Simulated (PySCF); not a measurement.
# Tl(SiH3)3: forces at shaken geometries

How stiff is Tl(SiH3)3? Its atoms are displaced at random by several amounts. The structure is generated, not taken from experiment.

The runs use PySCF 2.14.0; PBE, Tl def2-SVP with ECP60, Si def2-SVP, H def2-SVP; scalar-relativistic core potentials, no spin–orbit coupling.

2 further runs of the same task are left out: 2 for a known fault of the program.

## (1) The starting structure

13 atoms, charge 0, spin multiplicity 1.

Bond lengths: Tl1–Si2 2.646 Å, Tl1–Si6 2.646 Å, Tl1–Si10 2.646 Å, Si2–H3 1.507 Å, Si2–H4 1.510 Å, Si2–H5 1.507 Å, Si6–H7 1.507 Å, Si6–H8 1.510 Å, Si6–H9 1.507 Å, Si10–H11 1.507 Å, Si10–H12 1.510 Å, Si10–H13 1.507 Å. Angles: Si2–Tl1–Si6 120.0°, Si2–Tl1–Si10 120.0°, Si6–Tl1–Si10 120.0°, Tl1–Si2–H3 112.4°, Tl1–Si2–H4 108.3°, Tl1–Si2–H5 112.4°, H3–Si2–H4 107.7°, H3–Si2–H5 108.1°, H4–Si2–H5 107.7°, Tl1–Si6–H7 112.4°, Tl1–Si6–H8 108.3°, Tl1–Si6–H9 112.4°, H7–Si6–H8 107.7°, H7–Si6–H9 108.1°, H8–Si6–H9 107.7°, Tl1–Si10–H11 112.4°, Tl1–Si10–H12 108.3°, Tl1–Si10–H13 112.4° and more.

Coordinates:

```
Tl    0.0000    0.0000   -0.6345
Si    2.6457    0.0000   -0.6820
H     3.2321   -1.2205   -0.0195
H     3.0951    0.0000   -2.1235
H     3.2321    1.2204   -0.0195
Si   -1.3228    2.2912   -0.6820
H    -0.5591    3.4093   -0.0195
H    -1.5475    2.6804   -2.1235
H    -2.6730    2.1889   -0.0196
Si   -1.3229   -2.2912   -0.6820
H    -2.6730   -2.1888   -0.0196
H    -1.5476   -2.6804   -2.1235
H    -0.5591   -3.4093   -0.0196
```

Formal oxidation states: Tl +3. An earlier session relaxed this geometry at PBE, Tl def2-SVP with ECP60, Si def2-SVP, H def2-SVP (singlet, point group C3v).

Its energy there is -1045.648718 Eh.

## (2) Atoms moved at random, σ = 0.03 Å

run.py (the lines that set the calculation) reads:

```python
mol = gto.M(atom='''
Tl     0.04269     0.02236    -0.62610
Si     2.65422     0.05299    -0.71143
H      3.19829    -1.24155    -0.05299
H      3.04682    -0.00236    -2.12967
H      3.30211     1.21932    -0.04014
Si    -1.37527     2.31126    -0.67772
H     -0.52002     3.42144    -0.06370
H     -1.51240     2.68455    -2.07261
H     -2.65451     2.14061     0.02455
Si    -1.31560    -2.29942    -0.67553
H     -2.76881    -2.19156    -0.00203
H     -1.56577    -2.71031    -2.07355
H     -0.53174    -3.40731    -0.06748''',
    basis={'Tl': 'def2-SVP', 'Si': 'def2-SVP', 'H': 'def2-SVP'},
    ecp={'Tl': 'def2-SVP'},
    charge=0, spin=0)
mf = dft.RKS(mol, xc='PBE')
mf.grids.atom_grid = (50, 194)
mf = mf.density_fit()  # fitting sets: Tl def2-universal-JKFIT, Si def2-universal-JKFIT, H def2-universal-JKFIT
mf.conv_tol = 1e-08; mf.max_cycle = 55
mf.kernel(dm0)  # dm0: the density of the relaxed state
```

Started as:

```bash
$ OMP_NUM_THREADS=2 python run.py
```

## (3) Atoms moved at random, σ = 0.06 Å

run.py (the lines that set the calculation) reads:

```python
mol = gto.M(atom='''
Tl    -0.06877    -0.05811    -0.65350
Si     2.64904     0.07121    -0.61090
H      3.18903    -1.16196     0.00332
H      3.02020    -0.05382    -2.09729
H      3.21851     1.29144     0.03624
Si    -1.27635     2.26717    -0.69658
H     -0.55007     3.33120    -0.03499
H     -1.62685     2.63810    -2.09234
H     -2.57323     2.19253     0.04348
Si    -1.34926    -2.24452    -0.73152
H     -2.47117    -2.13304    -0.03140
H     -1.55980    -2.70670    -2.19809
H     -0.60126    -3.43350    -0.10482''',
    basis={'Tl': 'def2-SVP', 'Si': 'def2-SVP', 'H': 'def2-SVP'},
    ecp={'Tl': 'def2-SVP'},
    charge=0, spin=0)
mf = dft.RKS(mol, xc='PBE')
mf.grids.atom_grid = (50, 194)
mf = mf.density_fit()  # fitting sets: Tl def2-universal-JKFIT, Si def2-universal-JKFIT, H def2-universal-JKFIT
mf.conv_tol = 1e-08; mf.max_cycle = 55
mf.kernel(dm0)  # dm0: the density of the relaxed state
```

## (4) Atoms moved at random, σ = 0.15 Å

run.py (the lines that set the calculation) reads:

```python
mol = gto.M(atom='''
Tl     0.10164    -0.21042    -0.69038
Si     2.88277    -0.05319    -0.53368
H      3.20515    -1.36641    -0.10511
H      3.07269    -0.00952    -2.10454
H      3.24224     1.00980     0.06893
Si    -1.13663     2.50930    -0.62956
H     -0.76230     3.36921     0.00672
H     -1.44380     2.83754    -2.15207
H     -2.74539     2.22798    -0.09117
Si    -1.27539    -2.19211    -0.83069
H     -2.90456    -2.21433    -0.26583
H     -1.67229    -2.55538    -1.94538
H     -0.56412    -3.35246     0.10438''',
    basis={'Tl': 'def2-SVP', 'Si': 'def2-SVP', 'H': 'def2-SVP'},
    ecp={'Tl': 'def2-SVP'},
    charge=0, spin=0)
mf = dft.RKS(mol, xc='PBE')
mf.grids.atom_grid = (50, 194)
mf = mf.density_fit()  # fitting sets: Tl def2-universal-JKFIT, Si def2-universal-JKFIT, H def2-universal-JKFIT
mf.conv_tol = 1e-08; mf.max_cycle = 55
mf.kernel(dm0)  # dm0: the density of the relaxed state
```

Q: Predict the outcome of this session. Wanted: for each run, σ; energy rise; harmonic estimate −½ F·u; largest force component.

The runs gave:

| σ (Å) | energy rise (eV) | harmonic estimate −½ F·u (eV) | largest force component (eV/Å) |
| --- | --- | --- | --- |
| 0.03 | 0.219 | 0.213 | 1.42 |
| 0.06 | 0.569 | 0.610 | 3.96 |
| 0.15 | 5.479 | 6.000 | 12.77 |

Every displacement raises the energy. For a harmonic well the rise equals −½ F·u; the two differ by at most 10 % here (a move with σ = 0.15 Å), from anharmonicity, the grid and the small forces left at the relaxed point. The bases are small and lack diffuse functions. Spin–orbit coupling is left out.
